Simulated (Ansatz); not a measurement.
# ClFGe2H6: the cost of one run

Method: RKS PBE0-D4/def2-mTZVP, in Ansatz 0.2.0.

**1. Starting point**

Bond lengths: Ge1–F2 2.030 Å, Ge1–H3 1.550 Å, Ge1–Cl4 2.218 Å, Ge1–Ge5 2.398 Å, Ge5–H6 1.550 Å, Ge5–H7 1.550 Å, Ge5–H8 1.550 Å. Angles: F2–Ge1–H3 109.5°, F2–Ge1–Cl4 109.5°, F2–Ge1–Ge5 109.5°, H3–Ge1–Cl4 109.5°, H3–Ge1–Ge5 109.5°, Cl4–Ge1–Ge5 109.5°, Ge1–Ge5–H6 109.5°, Ge1–Ge5–H7 109.5°, Ge1–Ge5–H8 109.5°, H6–Ge5–H7 109.4°, H6–Ge5–H8 109.4°, H7–Ge5–H8 109.4°.

Coordinates:

```xyz
10

Ge    0.0000    0.0000    0.0000
F     0.0000    0.0000    2.0300
H     1.4616    0.0000   -0.5162
Cl   -1.0456    1.8115   -0.7393
Ge   -1.1304   -1.9584   -0.7992
H    -1.8281   -2.6730    0.3861
H    -2.1918   -1.5497   -1.8522
H    -0.1029   -2.9200   -1.4487
H    -1.7556    0.0000    0.5833
H    -1.3158    0.0000    1.5287
```

**2. Pulling towards end A**

Springs on the bonds that form and break draw the guess towards this end; the thresholds are loose.

File input.yaml:

```yaml
crystal:
  periodic: [false, false, false]
  atoms:
    - { symbol: Ge, position_ang: [0.0, 0.0, 0.0] }
    - { symbol: F, position_ang: [0.0, 0.0, 2.03] }
    - { symbol: H, position_ang: [1.4616, 0.0, -0.5162] }
    - { symbol: Cl, position_ang: [-1.0456, 1.8115, -0.7393] }
    - { symbol: Ge, position_ang: [-1.1304, -1.9584, -0.7992] }
    - { symbol: H, position_ang: [-1.8281, -2.673, 0.3861] }
    - { symbol: H, position_ang: [-2.1918, -1.5497, -1.8522] }
    - { symbol: H, position_ang: [-0.1029, -2.92, -1.4487] }
    - { symbol: H, position_ang: [-1.7556, 0.0, 0.5833] }
    - { symbol: H, position_ang: [-1.3158, 0.0, 1.5287] }
basis:
  gaussian: { orbitals: def2-mTZVP }
hamiltonian:
  xc: pbe0
  dispersion: d4
relax:
  f_tol: 0.15
  max_steps: 25
  restrain:
    - { distance: [0, 8], at: 2.75, k: 30.0 }
    - { distance: [9, 1], at: 2.12, k: 30.0 }
    - { distance: [0, 1], at: 1.68, k: 30.0 }
    - { distance: [9, 8], at: 0.66, k: 30.0 }
```

Run with:

```console
ansatz run input.yaml --threads 4 --pin off --max-ram 5120MiB --backend cpu --events-out ev --progress --plain --runs-dir out
```

**Question.** How long does this run take on 4 threads of Intel Xeon 6975P-C (Granite Rapids), shared host, and how much memory does it need?

About 15 s, with a peak of 0.39 GiB.
